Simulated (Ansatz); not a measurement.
**BaH4 in Ansatz: the effect of functional**

BaH4:

```
Ba H
1.0
     2.29082    1.32260    3.53625
    -2.29082    1.32260    3.53625
     0.00000   -2.64521    3.53625
Ba H
1 4
Cartesian
  0.0000 0.0000 0.0000
  0.0000 0.0000 7.8597
  0.0000 0.0000 2.7490
  0.0000 0.0000 4.9192
  0.0000 0.0000 5.6896
```

The cell was built by a generator and needn't be a form met in nature.

Alike in all runs:

- Program: Ansatz 0.2.0
- Task: band structure
- Potentials or basis: Ansatz PAW
- Cutoff: 420 eV (not typed: the program's choice for these potentials)
- k mesh: 5 × 5 × 5
- Occupations: fermi-dirac, width 0.05 eV
- Spin: no spin polarisation

```tsv
functional	gap on the mesh (eV)	pressure (GPa)	largest force (eV/Å)
LDA	2.44	-2.7	0.77
PBEsol	2.55	-1.6	0.47
RPBE	2.90	1.5	0.29
revPBE	?	?	?
```

Q: What does the run with functional revPBE give?

A: gap on the mesh 2.86 eV; pressure 1.1 GPa; largest force 0.21 eV/Å.

Caveats: the k mesh misses the band edges, so the gap on the mesh is wider than the one along the path; spin-orbit coupling is left out, which moves the levels of the heavy elements; the PAW data sets come from PBE, with cores solved anew for the run's functional, which leaves a small shift of forces and pressure.

Runs at the PBE level aren't shown here.
